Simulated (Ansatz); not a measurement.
Below is the output of a Python script on Ansatz 0.2.0 through its Python package that makes a convergence test of the k-point mesh of CoPd3, space group Pm-3m. Write a script that gives it. Settings (first run): r2SCAN, PAW, the default cutoff (500 eV here), 2×2×2 k-points, Fermi-Dirac smearing of 0.15 eV, collinear spin. The script varies mesh: (2, 2, 2), (3, 3, 3), (4, 4, 4), (5, 5, 5), (6, 6, 6), (7, 7, 7).

```xyz
4
Lattice="3.8504 0.0000 0.0000 0.0000 3.8504 0.0000 0.0000 0.0000 3.8504" Properties=species:S:1:pos:R:3 pbc="T T T"
Co    0.0000    0.0000    0.0000
Pd    0.0000    1.9252    1.9252
Pd    1.9252    0.0000    1.9252
Pd    1.9252    1.9252    0.0000
```

```console
$ python kconv_copd3.py
DeckWarning: basis.ecutwfc = 500 eV, auto-derived from the records' recommended cutoffs: set by Co (their level for a meta-GGA)
DeckWarning: where an SCF of this run starts from atoms to list the orders of its open shells, Co (site 0, from 0) starts with 3.00 μB on its 3d shell, in the place of the 3.20 μB that the deck gives it: its open shells can hold no more by Hund's first rule. To start from spheres of the given moment, type scf.initial_density.shell_occupations: []
(2, 2, 2): +71.36 meV/atom
(3, 3, 3): -77.47 meV/atom
(4, 4, 4): +5.96 meV/atom
(5, 5, 5): -0.74 meV/atom  (within 1 meV)
(6, 6, 6): +2.33 meV/atom
```
(Warnings from the package without file and line.)

One script that gives this output:

The script, `kconv_copd3.py`:
```python
'''Convergence of CoPd3 with the k-point mesh.'''

import csv

import ansatz as az

lattice = az.Lattice.of(
    (3.850375, 0.0, 0.0),
    (0.0, 3.850375, 0.0),
    (0.0, 0.0, 3.850375),
)
sites = [
    ('Co', (0.0, 0.0, 0.0)),
    ('Pd', (0.0, 0.5, 0.5)),
    ('Pd', (0.5, 0.0, 0.5)),
    ('Pd', (0.5, 0.5, 0.0)),
]
cell = az.Crystal(lattice=lattice)
for symbol, position in sites:
    cell = cell.atom(symbol, position)
cell = cell.moments(Co=3.2)

calculation = (
    cell.calculation()
    .occupations(az.OccupationsMethod.FERMI_DIRAC, width=0.15)
    .functional(az.Functional.R2SCAN)
    .spin(az.SpinTreatment.COLLINEAR)
    .stress()
)

rows = []
for value in [(2, 2, 2), (3, 3, 3), (4, 4, 4), (5, 5, 5), (6, 6, 6), (7, 7, 7)]:
    data = calculation.kpoints(*value).run().report
    rows.append((value, data['free_energy_ev'] / len(data['lattice']['sites']), data['n_iterations'], sum(data['stress_gpa'][i][i] for i in range(3)) / 3, data['magnetization_mub'], data['n_kpoints']))

with open('kconv.csv', 'w', newline='') as handle:
    writer = csv.writer(handle)
    writer.writerow(['mesh', 'F/atom (eV)', 'iterations', 'P (GPa)', 'moment (muB)', 'k-points'])
    writer.writerows([round(v, 5) if isinstance(v, float) else v for v in row] for row in rows)

# differences from the last row
for row in rows[:-1]:
    shift = 1000 * (row[1] - rows[-1][1])
    print(f'{row[0]}: {shift:+.2f} meV/atom' + ('  (within 1 meV)' if abs(shift) < 1 else ''))
```

Notes:
- Other magnetic orders than the one started from may lie lower.
- The overall sign of a collinear moment is arbitrary, and semilocal functionals can give small moments to compounds that are paramagnetic.
- A Fermi-Dirac width this large means warm electrons, whose thermal share enters the free energy.
- Pressure is positive in compression.
- A row within the bound is followed by one outside it, so the series isn't shown to be converged.
- r2SCAN tends to overestimate the moments of itinerant magnets.
- This cell is a computed structure, which may not be the phase found in nature.
- Shifts are counted from the finest mesh, which is itself no proven limit.
- Hardware and time: 13 min on 1 thread of Arm Neoverse N1, with other jobs on the host, peak memory 1.3 GiB.
